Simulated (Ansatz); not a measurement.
## CH₆AlBS, SMILES [CH3][AlH][BH]S: harmonic frequencies at the relaxed geometry, step by step

Computed with Ansatz's Python interface.

Interactive session:
```pycon
>>> import warnings
>>> import ansatz as az
>>> from ase import Atoms
>>> from ase.thermochemistry import IdealGasThermo
>>> import numpy as np
>>> warnings.simplefilter("ignore", az.DeckWarning)
>>> geometry_ang = [
...     ("C", (-0.9561, 1.3782, -0.1905)),
...     ("Al", (0.7706, 0.6414, 0.2335)),
...     ("B", (0.9291, -1.3942, 0.4625)),
...     ("S", (-0.4735, -2.4909, 0.2803)),
...     ("H", (-1.3659, 0.9894, -1.1774)),
...     ("H", (-0.9136, 2.5404, -0.2987)),
...     ("H", (-1.6955, 1.1807, 0.6113)),
...     ("H", (2.0875, 1.61, 0.3846)),
...     ("H", (2.0183, -1.8518, 0.7699)),
...     ("H", (-0.3176, -2.6544, -1.0726)),
... ]
>>> molecule = az.Crystal.molecule()
>>> for symbol, xyz in geometry_ang:
...     molecule = molecule.atom(symbol, xyz)
...
>>> model = molecule.calculation()
>>> model = model.basis(gaussian="def2-SVP").functional("hf")
>>> symbols = [site.symbol for site in molecule.cartesian_sites]
>>> start = np.array([site.position_ang for site in molecule.cartesian_sites], dtype=float)
>>> report = model.relax(force_tolerance=0.003).run().report
>>> end = np.array(report["positions_ang"])
>>> print("final positions (A) and the move of each atom")
final positions (A) and the move of each atom
>>> for symbol, xyz, old in zip(symbols, end, start):
...     print(f"{symbol:2s} {xyz[0]:10.5f} {xyz[1]:10.5f} {xyz[2]:10.5f}   {np.linalg.norm(xyz - old):7.4f}")
...
C    -0.98397    1.62147   -0.00978    0.3043
Al    0.62738    0.49294   -0.17800    0.4603
B     0.77597   -1.46445    0.70273    0.2934
S     0.47518   -3.05153   -0.07903    1.1591
H    -1.38067    1.88072   -0.99802    0.9093
H    -0.73904    2.57164    0.47847    0.7971
H    -1.79166    1.15515    0.56002    0.1119
H     1.85896    1.07546   -0.99810    1.4999
H     1.08789   -1.63040    1.85298    1.4449
H     0.15325   -2.70221   -1.32838    0.5380
>>> # same settings at the minimum
>>> minimum = az.Crystal.molecule()
>>> for symbol, place in zip(symbols, end):
...     minimum = minimum.atom(symbol, place.tolist())
...
>>> vibrating = (
...     minimum.calculation()
...     .basis(gaussian="def2-SVP")
...     .functional("hf")
...     .phonons(temperatures=(200, 600, 100))
... )
>>> vib = vibrating.run().report["vibrations"]
>>> sums = vib["harmonic_sums"]
>>> modes = [m["omega_inv_cm"] for m in sums["modes_at_gamma"] if m["rigid_motion"] == "no"]
>>> for number, w in enumerate(modes, start=1):
...     print(f"mode {number:2d} {w:9.1f} 1/cm {w / 8065.544 * 1000:8.2f} meV")
...
mode  1      27.6 1/cm     3.42 meV
mode  2      35.9 1/cm     4.44 meV
mode  3     139.5 1/cm    17.29 meV
mode  4     156.3 1/cm    19.38 meV
mode  5     399.7 1/cm    49.56 meV
mode  6     430.1 1/cm    53.32 meV
mode  7     495.2 1/cm    61.39 meV
mode  8     598.0 1/cm    74.15 meV
mode  9     666.3 1/cm    82.61 meV
mode 10     684.2 1/cm    84.83 meV
mode 11     812.3 1/cm   100.72 meV
mode 12     831.1 1/cm   103.04 meV
mode 13     851.0 1/cm   105.51 meV
mode 14     940.5 1/cm   116.61 meV
mode 15    1155.1 1/cm   143.21 meV
mode 16    1336.2 1/cm   165.67 meV
mode 17    1542.1 1/cm   191.20 meV
mode 18    1548.6 1/cm   192.00 meV
mode 19    1973.7 1/cm   244.71 meV
mode 20    2688.7 1/cm   333.36 meV
mode 21    2844.2 1/cm   352.64 meV
mode 22    3142.8 1/cm   389.66 meV
mode 23    3216.1 1/cm   398.74 meV
mode 24    3244.8 1/cm   402.31 meV
>>> print("imaginary modes:", sum(w < 0 for w in modes), " zero-point energy:", round(sums["zero_point_energy_ev"], 4), "eV")
imaginary modes: 0  zero-point energy: 1.8449 eV
>>> # rigid rotor and ideal gas, symmetry number taken as one
>>> gas = IdealGasThermo(vib_energies=[w / 8065.544 for w in modes if w > 0], geometry="linear" if len(modes) == 3 * len(symbols) - 5 else "nonlinear",
...                      atoms=Atoms(symbols, positions=end), symmetrynumber=1, spin=0.0)
>>> print(f"H(298 K) - E = {gas.get_enthalpy(298.15, verbose=False):.4f} eV")
H(298 K) - E = 2.0718 eV
>>> print(f"S(298 K, 1 bar) = {96485.33 * gas.get_entropy(298.15, 1e5, verbose=False):.1f} J/(mol K) with symmetry number 1")
S(298 K, 1 bar) = 366.3 J/(mol K) with symmetry number 1
>>> # all hydrogen replaced by deuterium
>>> heavier = vibrating.phonons(masses={"H": 2.014102}).run().report["vibrations"]["harmonic_sums"]
>>> print("deuterated (1/cm):", " ".join(f"{m['omega_inv_cm']:.0f}" for m in heavier["modes_at_gamma"] if m["rigid_motion"] == "no"))
deuterated (1/cm): 23 26 121 138 315 340 437 454 542 601 627 641 665 780 996 1044 1115 1121 1420 1983 2043 2259 2377 2402
>>> print("zero-point energy falls by", round(sums["zero_point_energy_ev"] - heavier["zero_point_energy_ev"], 4), "eV")
zero-point energy falls by 0.4519 eV
```

The frequencies are harmonic and unscaled, in a modest basis. The entropy takes a symmetry number of 1; a symmetric molecule's is lower by R ln(sigma). Timing: 5 min on 1 thread of Arm Neoverse V1, with other jobs on the host, peak memory 0.29 GiB.
